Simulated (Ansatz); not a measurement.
# Sn3Se (Fm-3m) in Ansatz: convergence with ecutrho ratio

Aim: find how far ecutrho ratio must go before the results for Sn3Se settle, at PBE. This setting moves, with any that are tied to it; all else stays.

Everything below comes from runs of Ansatz 0.2.0. Logs are shortened: lines on timing, memory, paths and dates and some standing lists are left out, and cuts for length are marked.

**1. The structure**

Symmetry: Fm-3m, No. 225, cubic system. The conventional cell has a = 7.466 Å, b = 7.466 Å, c = 7.466 Å, α = 90.00°, β = 90.00°, γ = 90.00°. Sn (site symmetry m-3m) has 8 Sn at 3.23 Å as nearest neighbours. Sn (site symmetry -43m) is surrounded by 4 Sn at 3.23 Å and 4 Se at 3.23 Å. Se (site symmetry m-3m) has 8 Sn at 3.23 Å as nearest neighbours.

The cell comes from a database or a generator and needn't be the stable form of this composition.

**2. With ecutrho ratio 4**

Input file input.yaml:

```yaml
crystal:
  lattice:
    - [0.0, 3.733138, 3.733138]
    - [3.733138, 0.0, 3.733138]
    - [3.733138, 3.733138, 0.0]
  atoms:
    - { symbol: Sn, position: [0.5, 0.5, 0.5] }
    - { symbol: Sn, position: [0.75, 0.75, 0.75] }
    - { symbol: Sn, position: [0.25, 0.25, 0.25] }
    - { symbol: Se, position: [0.0, 0.0, 0.0] }
hamiltonian:
  xc: pbe
  pseudopotentials: { kind: nc }
kpoints:
  mp_grid: { grid: [5, 5, 5] }
scf:
  occupations: { method: gaussian, width: 0.05 }
output:
  forces: true
  stress: true
  eigenvalues: true
basis:
  ecutrho_ratio: 4
```

Potentials or basis: Ansatz NC.

Command:

```console
$ ansatz run input.yaml --threads 2 --pin off --max-ram 5632MiB --backend cpu --events-out ev --progress --plain --runs-dir out
```

The program printed:

```text
Warning: RAYON_NUM_THREADS=2 ignored (pool sized by the plan → 2); use --threads N
Engine: ansatz 0.2.0, aarch64-unknown-linux-gnu
Pseudopotentials: kind: nc
Pseudopotential: Sn, nc, valence charge 14, recommended cutoff 979.609905 eV (normal), Sn.nc.azcp
Pseudopotential: Se, nc, valence charge 16, recommended cutoff 1170.089609 eV (normal), Se.nc.azcp
Functional definition: PBE
  parameter kappa = 0.804
  parameter beta = 0.06672455060314922
  exchange = pbe_x(kappa = kappa, mu = beta*pi^2/3)
  correlation = pbe_c(beta = beta)
Crystal: 4 atoms, lattice volume = 104.052 Å³
Basis set: ecut = 1170.089609 eV, 9409 PW (Γ), exchange–correlation on 120×120×120 points (8 copies of the dense FFT grid, shifted against one another)
Bands: 35, of which v1, the nominal top of the filled ones, is band 29 counted from 1 (28 counted from 0)
Symmetry: 48 space group operations
Space group: Fm-3m (ITA 225), of the structure as read, at distance tolerance 4.7e-5 Å
k-points: 10 of 125
Non-local potential: Sn, projectors of the file, l = 0: 3, l = 1: 3, l = 2: 2, l = 3: 2
Non-local potential: Se, projectors of the file, l = 0: 2, l = 1: 2, l = 2: 2
Initial density: superposition of atomic densities (chi_scale 0.1, normalization cell, long waves kept (reshape's long-wave potential 0.00 eV rms))
Initial wavefunctions: pseudopotential atomic-orbital guess
Functional: x = pbe(κ = 0.804, μ = 0.2195149727645171), c = pbe(β = 0.06672455060314922)
SCF iter   1: F=—  HF=-9923.999071 eV  |F-HF|=—  |Δ(HF+E_count)|=         —  Δρ=4.45e-2  dr2=5.53e0  ethr=3.10e-3  ⟨swp⟩=18.3  Hψ=2635  notcnv=0
preconditioner: auto → Kerker (q_TF=auto, 2.475 Å⁻¹)  [metal: Δε(μ)=0.032 eV  Ē_g=18.273 eV  σ=0.050 eV  W_gap=0.34  n_scr=26 (ndim 8)  ℏωp=25.2 eV  f_vac=0.000  D(μ)=4.54/eV (n_scr^D=50)]
SCF iter   2: F=—  HF=-9922.913727 eV  |F-HF|=—  |Δ(HF+E_count)|=    1.09e0  Δρ=1.76e-2  dr2=7.54e-1  ethr=3.10e-3  ⟨swp⟩=4.6  Hψ=690  notcnv=0  defer=12
preconditioner: auto → Resta (q_TF=auto, 2.475 Å⁻¹)  ε∞=2.9  [insulator: Δε(μ)=0.191 eV  Ē_g=18.066 eV  σ=0.050 eV  W_gap=0.63  n_scr=26 (ndim 8)  ℏωp=25.2 eV  f_vac=0.000  D(μ)=4.64/eV (n_scr^D=50)  ε∞_Penn≈2.9]
SCF iter   3: F=—  HF=-9922.718697 eV  |F-HF|=—  |Δ(HF+E_count)|=   1.95e-1  Δρ=3.40e-3  dr2=1.19e-2  ethr=1.30e-3  ⟨swp⟩=4.8  Hψ=665  notcnv=0  defer=12
SCF iter   4: F=—  HF=-9922.718089 eV  |F-HF|=—  |Δ(HF+E_count)|=   6.09e-4  Δρ=8.16e-4  dr2=6.07e-4  ethr=2.05e-5  ⟨swp⟩=4.1  Hψ=875  notcnv=0  defer=13
SCF iter   5: F=—  HF=-9922.718010 eV  |F-HF|=—  |Δ(HF+E_count)|=   7.92e-5  Δρ=1.86e-4  dr2=1.98e-5  ethr=1.05e-6  ⟨swp⟩=4.0  Hψ=767  notcnv=0  defer=13
SCF iter   6: F=—  HF=-9922.717706 eV  |F-HF|=—  |Δ(HF+E_count)|=   3.03e-4  Δρ=4.74e-5  dr2=1.34e-6  ethr=3.42e-8  ⟨swp⟩=4.0  Hψ=820  notcnv=0  defer=13
SCF iter   7: F=-9922.717706 eV  HF=-9922.717706 eV  |F-HF|=6.80e-8  |Δ(HF+E_count)|=   1.43e-8  Δρ=7.48e-6  dr2=9.11e-8  ethr=1.72e-10  ⟨swp⟩=19.8  Hψ=2448  notcnv=0
SCF 1 converged in 7 iterations: F = -9922.717706 eV  dr2 = 9.11e-8
SCF converged after 7 iterations
Free energy (F): -9922.717706 eV
Harris-Foulkes:  -9922.717706 eV  (|F-HF|=6.80e-8)
Internal energy: -9922.712145 eV  (E = F + TS)
E sigma→0 (E₀):  -9922.714926 eV
Entropy (-TS):   -0.005561 eV (-1.390 meV/atom)
Fermi energy:    10.705480 eV
--- Per-component energies (eV) ---
  E_band       = -587.581490
  E_kinetic    = 6194.397977
  E_local      = -5225.895640  (includes V_loc(G=0)·N_el)
  E_nonlocal   = -4670.503171
  E_hartree    = 2322.556045
  E_xc         = -2629.860883
  E_vxc        = -1530.690601  (∫ρ·V_xc dr)
  E_ewald      = -5913.406473
  E_smearing   = -0.005561  (= −TS)
  E_closure    = 0.000000  (closes the sum)
  Σ components = -9922.717706   (vs F -9922.717706, Δ=0.00e0)
--- Forces (eV/Å), atoms counted from 1 ---
  atom   1  Sn     0.00000000    -0.00000000    -0.00000000
  atom   2  Sn    -0.00000000    -0.00000000     0.00000000
  atom   3  Sn    -0.00000000    -0.00000000     0.00000000
  atom   4  Se    -0.00000000    -0.00000000     0.00000000
  max |Σ_I F_I| component: 2.31e-18 eV/Å
--- Stress (GPa, compression-positive) ---
       -0.011231      -0.000000       0.000000
       -0.000000      -0.011231       0.000000
        0.000000       0.000000      -0.011231
  P = ⅓ Tr σ = -0.0112 GPa (-0.112 kbar)
--- Band table (eV; the first three rows and the last of 10) ---
  k-point 0: bands = ["-37.1057", "-37.1057", "-37.1055", "-37.1055", "-37.1055", "-10.7921", "-10.7921", "-10.7563", "-10.7563", "-10.7563", "-10.7528", "-10.7528", "-10.7528", "-10.6927", "-10.6927", "-10.5225", "-10.5225", "-10.5225", "-10.5225", "-10.5225", "-2.5915", "1.9356", "5.9312", "7.8333", "7.8333", "7.8333", "7.9043", "9.4932", "9.4932", "9.4932", "10.2246", "10.2246", "10.2246", "14.8538", "14.8538"]
  k-point 1: bands = ["-37.1057", "-37.1057", "-37.1055", "-37.1055", "-37.1055", "-10.7812", "-10.7812", "-10.7728", "-10.7678", "-10.7678", "-10.7440", "-10.7440", "-10.7313", "-10.7013", "-10.7013", "-10.5286", "-10.5261", "-10.5261", "-10.5175", "-10.5175", "-2.4496", "1.8664", "5.1313", "6.8488", "7.5776", "7.5776", "7.8217", "9.3246", "9.3246", "10.6971", "10.6971", "10.9402", "12.6088", "15.4266", "15.8233"]
  k-point 2: bands = ["-37.1057", "-37.1057", "-37.1055", "-37.1055", "-37.1055", "-10.7780", "-10.7780", "-10.7664", "-10.7543", "-10.7543", "-10.7382", "-10.7382", "-10.7338", "-10.7233", "-10.7233", "-10.5344", "-10.5321", "-10.5321", "-10.5102", "-10.5102", "-2.1826", "1.7510", "3.9414", "6.0136", "7.3699", "7.3699", "8.7280", "8.7280", "9.2163", "11.7989", "12.2925", "12.2925", "14.2471", "14.8870", "14.8870"]
  k-point 9: bands = ["-37.1057", "-37.1057", "-37.1055", "-37.1055", "-37.1055", "-10.7794", "-10.7781", "-10.7639", "-10.7629", "-10.7560", "-10.7458", "-10.7440", "-10.7269", "-10.7229", "-10.7072", "-10.5357", "-10.5319", "-10.5301", "-10.5170", "-10.5038", "-2.0369", "2.3431", "3.4519", "3.8647", "7.3640", "7.8917", "7.9840", "9.8290", "11.1919", "11.3024", "13.1015", "13.2825", "14.1565", "15.0594", "15.4866"]
```

Wall time 5.7 s (2 threads of Arm Neoverse V2, shared host); peak memory 0.59 GiB.

Results:

```
Free energy : -9922.7177 eV
Pressure    : 0.0 GPa
```

**3. With ecutrho ratio 5**

Changes to input.yaml since step 2:

```diff
@@ -22,2 +22,2 @@
 basis:
-  ecutrho_ratio: 4
+  ecutrho_ratio: 5
```

Potentials or basis: Ansatz NC.

Command:

```console
$ ansatz run input.yaml --threads 2 --pin off --max-ram 5632MiB --backend cpu --events-out ev --progress --plain --runs-dir out
```

Run time: 5.9 s. Hardware: 2 threads of Arm Neoverse V2, shared host; peak memory 0.68 GiB.

What came out:

| Property | Result |
| --- | --- |
| Free energy | -9922.7177 eV |
| Pressure | 0.0 GPa |

**4. With ecutrho ratio 6**

Changes to input.yaml since step 3:

```diff
@@ -22,2 +22,2 @@
 basis:
-  ecutrho_ratio: 5
+  ecutrho_ratio: 6
```

Command:

```console
$ ansatz run input.yaml --threads 2 --pin off --max-ram 5632MiB --backend cpu --events-out ev --progress --plain --runs-dir out
```

Run time: 6 s. Hardware: 2 threads of Arm Neoverse V2, shared host; peak memory 0.74 GiB.

What came out:

```yaml
Free_energy: -9922.7177 eV
Pressure: 0.0 GPa
```

**5. With ecutrho ratio 8**

Changes to input.yaml since step 4:

```diff
@@ -22,2 +22,2 @@
 basis:
-  ecutrho_ratio: 6
+  ecutrho_ratio: 8
```

Command:

```console
$ ansatz run input.yaml --threads 2 --pin off --max-ram 5632MiB --backend cpu --events-out ev --progress --plain --runs-dir out
```

Wall time 6.3 s (2 threads of Arm Neoverse V2, shared host); peak memory 0.97 GiB.

It converged, with:

| Item | Value |
| --- | --- |
| Free energy | -9922.7177 eV |
| Pressure | 0.0 GPa |

**6. With ecutrho ratio 10**

Changes to input.yaml since step 5:

```diff
@@ -22,2 +22,2 @@
 basis:
-  ecutrho_ratio: 8
+  ecutrho_ratio: 10
```

Potentials or basis: Ansatz NC.

Command:

```console
$ ansatz run input.yaml --threads 2 --pin off --max-ram 5632MiB --backend cpu --events-out ev --progress --plain --runs-dir out
```

It took 6.5 s on 2 threads of Arm Neoverse V2, shared host; peak memory 1.1 GiB.

The run converged. Its results:

| Quantity | Value |
| --- | --- |
| Free energy | -9922.7177 eV |
| Pressure | 0.0 GPa |

**7. With ecutrho ratio 12**

Changes to input.yaml since step 6:

```diff
@@ -22,2 +22,2 @@
 basis:
-  ecutrho_ratio: 10
+  ecutrho_ratio: 12
```

Command:

```console
$ ansatz run input.yaml --threads 2 --pin off --max-ram 5632MiB --backend cpu --events-out ev --progress --plain --runs-dir out
```

Wall time 7.1 s (2 threads of Arm Neoverse V2, shared host); peak memory 1.4 GiB.

The run converged. Its results:

```
Free energy : -9922.7177 eV
Pressure    : 0.0 GPa
```

**8. Summary**

| ecutrho ratio | energy less the tightest run, at zero smearing (meV/atom) | SCF cycles | CPU time (s) | peak memory (GiB) |
| --- | --- | --- | --- | --- |
| 4 | 0.00 | 7 | 11 | 0.59 |
| 5 | 0.00 | 7 | 11 | 0.68 |
| 6 | 0.00 | 7 | 12 | 0.74 |
| 8 | 0.00 | 7 | 12 | 0.97 |
| 10 | 0.00 | 7 | 13 | 1.1 |
| 12 | 0.00 | 7 | 14 | 1.4 |

Against the tightest run, the energy stays within 1 meV/atom from 4 on. The tightest run that finished is the yardstick and may itself not be fully converged.
